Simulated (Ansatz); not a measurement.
The system is MgCu2S2.

```
Cu S Mg
1.0
     1.94030    1.12023    6.78632
    -1.94030    1.12023    6.78632
     0.00000   -2.24046    6.78632
Cu S Mg
2 2 1
Direct
  0.15670 0.15670 0.15670
  0.60758 0.60758 0.60758
  0.49557 0.49557 0.49557
  0.98675 0.98675 0.98675
  0.37761 0.37761 0.37761
```

The cell comes from a database or a generator and needn't be the stable form of this composition.

* Program: Ansatz 0.2.0
* Task: single point
* Functional: PBE
* Potentials or basis: Ansatz PAW
* Cutoff: 420 eV (not typed: the program's choice for these potentials)
* k mesh: 8 × 8 × 8
* Occupations: fermi-dirac, width 0.05 eV
* Spin: no spin polarisation

On this cell: pressure 0.6 GPa; largest force 0.052 eV/Å; band gap on the k mesh none (metal or under the smearing width).

The same run follows on a disturbed copy (atoms moved at random, drawn with an rms of 0.05 Å):

```
CELL_PARAMETERS angstrom
1.94030 1.12023 6.78632
-1.94030 1.12023 6.78632
0.00000 -2.24046 6.78632
ATOMIC_POSITIONS crystal
Cu 0.14862 0.15278 0.16506
Cu 0.60521 0.61600 0.59881
S 0.48334 0.50495 0.50179
S 0.98912 0.97940 0.98952
Mg 0.38386 0.37601 0.36829
```

Q: What changes?

A: The energy (extrapolated to zero smearing) moves by +4.0 meV/atom; pressure 0.7 GPa; largest force 0.567 eV/Å; band gap on the k mesh none (metal or under the smearing width).

Forces on the atoms (eV/Å):
```
Cu  -0.215  0.101  0.074
Cu   0.035 -0.006  0.124
S    0.227 -0.119 -0.505
S   -0.048  0.126  0.011
Mg   0.001 -0.101  0.297
```

Stress tensor (GPa, compression positive):
```
 1.03 -0.45 -0.04
-0.45  0.41 -0.15
-0.04 -0.15  0.54
```

Caveats: the run has no spin polarisation, though such a crystal can be magnetic.
